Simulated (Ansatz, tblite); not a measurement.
**Si(OMe)Me3 (C4H12OSi): one state, many levels**

One table from this session's results is given with a row withheld; the runs are named, their logs left out.

Computed with Ansatz 0.2.0, Gaussian basis. Level: as each input shows.

Levels to be run: GFN1-xTB, GFN2-xTB, PBE-D4/def2-TZVP, r2SCAN-D4/def2-TZVP, r2SCAN0-D4/def2-TZVP, CAM-B3LYP-D4/def2-TZVP, revPBE-D4/def2-TZVP, PBE-D4/def2-SVP, PBE0-D4/def2-SVP, HF/STO-3G, HF/6-31G, B3LYP-D4/6-31G, CCSD(T)/def2-SVP, MP2/def2-TZVP, RPA/def2-TZVP.

2 further runs of the same task are left out: 2 set aside as unsound or not needed.

## The relaxed structure

The singlet was relaxed beforehand with r2SCAN-D4/def2-SVP.

18 atoms, charge 0, spin multiplicity 1.

Bond lengths: Si1–O2 1.680 Å, Si1–C7 1.879 Å, Si1–C11 1.879 Å, Si1–C15 1.867 Å, O2–C3 1.404 Å, C3–H4 1.108 Å, C3–H5 1.102 Å, C3–H6 1.108 Å, C7–H8 1.102 Å, C7–H9 1.103 Å, C7–H10 1.103 Å, C11–H12 1.102 Å, C11–H13 1.103 Å, C11–H14 1.103 Å, C15–H16 1.102 Å, C15–H17 1.102 Å, C15–H18 1.102 Å. Angles: O2–Si1–C7 109.8°, O2–Si1–C11 109.9°, O2–Si1–C15 104.9°, C7–Si1–C11 109.9°, C7–Si1–C15 111.2°, C11–Si1–C15 111.1°, Si1–O2–C3 124.2°, O2–C3–H4 112.3°, O2–C3–H5 108.9°, O2–C3–H6 112.4°, H4–C3–H5 107.6°, H4–C3–H6 107.7°, H5–C3–H6 107.6°, Si1–C7–H8 111.1°, Si1–C7–H9 112.0°, Si1–C7–H10 111.0°, H8–C7–H9 107.7°, H8–C7–H10 107.7° and more.

PBE0-D4/def2-TZVP was run before; its log isn't repeated, and its numbers join the tables.

Set-up of the first run:

Tight binding, by tblite at 300 K electronic temperature and without a spin-polarisation term:

```python
tblite.interface.Calculator('GFN1-xTB', numbers, positions, charge=0, uhf=0).singlepoint()
```

Tight binding, by tblite at 300 K electronic temperature and without a spin-polarisation term:

```python
tblite.interface.Calculator('GFN2-xTB', numbers, positions, charge=0, uhf=0).singlepoint()
```

start.molden holds the orbitals of an earlier run on this state, given as this run's starting guess.

Input file in.yaml:

```yaml
crystal:
  periodic: [false, false, false]
  atoms:
    - {symbol: Si, position_ang: [-0.150967, -0.262285, -0.218134]}
    - {symbol: O, position_ang: [-0.128999, -0.208713, 1.461303]}
    - {symbol: C, position_ang: [0.463086, 0.820284, 2.210106]}
    - {symbol: H, position_ang: [1.550296, 0.910214, 2.016275]}
    - {symbol: H, position_ang: [0.331868, 0.602791, 3.282533]}
    - {symbol: H, position_ang: [0.001585, 1.807309, 2.008784]}
    - {symbol: C, position_ang: [1.607974, -0.286579, -0.878360]}
    - {symbol: H, position_ang: [2.177614, -1.131496, -0.457510]}
    - {symbol: H, position_ang: [2.153550, 0.640399, -0.635608]}
    - {symbol: H, position_ang: [1.616543, -0.390986, -1.976328]}
    - {symbol: C, position_ang: [-1.065622, 1.233828, -0.892954]}
    - {symbol: H, position_ang: [-2.088358, 1.290325, -0.485215]}
    - {symbol: H, position_ang: [-1.145585, 1.185523, -1.991952]}
    - {symbol: H, position_ang: [-0.552812, 2.178052, -0.645355]}
    - {symbol: C, position_ang: [-1.049235, -1.844857, -0.635751]}
    - {symbol: H, position_ang: [-2.068657, -1.839314, -0.217568]}
    - {symbol: H, position_ang: [-0.521661, -2.717608, -0.218516]}
    - {symbol: H, position_ang: [-1.130621, -1.986887, -1.725762]}
basis:
  gaussian: {orbitals: def2-TZVP, initial_orbitals: start.molden}
hamiltonian: {xc: pbe, dispersion: d4}
scf: {omitted_lower_state_checks: [starts]}
output: {orbitals: {seedname: orbitals}}
```

Command:

```sh
$ ansatz run in.yaml --threads 2 --pin off --events-out ev --progress --plain --max-ram 32768MiB --backend cpu
```

Steps of the session up to this table: PBE-D4/def2-TZVP; r2SCAN-D4/def2-TZVP; r2SCAN0-D4/def2-TZVP; CAM-B3LYP-D4/def2-TZVP; revPBE-D4/def2-TZVP; PBE-D4/def2-SVP; PBE0-D4/def2-SVP; HF/STO-3G; HF/6-31G; B3LYP-D4/6-31G; CCSD(T)/def2-SVP; MP2/def2-TZVP; RPA/def2-TZVP.

One table of the session follows, with a row left open; its other results are not shown here.

It belongs to the step «Binding energy». 

```
                method  binding an atom (eV)
             HF/STO-3G                 3.744
              HF/6-31G                 2.811
           HF/def2-SVP                 3.042
          HF/def2-TZVP                 3.016
       PBE-D4/def2-SVP                 4.054
      PBE-D4/def2-TZVP                 4.042
   revPBE-D4/def2-TZVP                 3.962
   r2SCAN-D4/def2-TZVP                 4.002
        B3LYP-D4/6-31G                 3.856
      PBE0-D4/def2-SVP                 4.013
     PBE0-D4/def2-TZVP                 3.998
  r2SCAN0-D4/def2-TZVP                     ?
CAM-B3LYP-D4/def2-TZVP                 4.013
          MP2/def2-SVP                 3.825
         MP2/def2-TZVP                 3.891
         CCSD/def2-SVP                 3.777
      CCSD(T)/def2-SVP                 3.807
```

**Question.** Estimate the row for r2SCAN0-D4/def2-TZVP.

**Answer.** binding an atom (eV): 3.963. In the column «binding an atom (eV)» it lies between revPBE-D4/def2-TZVP (3.962) and PBE0-D4/def2-TZVP (3.998).

To keep in mind: Free atoms were run apart at each level; binding is atoms less cluster, divided by the number of atoms, without zero-point or spin-orbit terms.
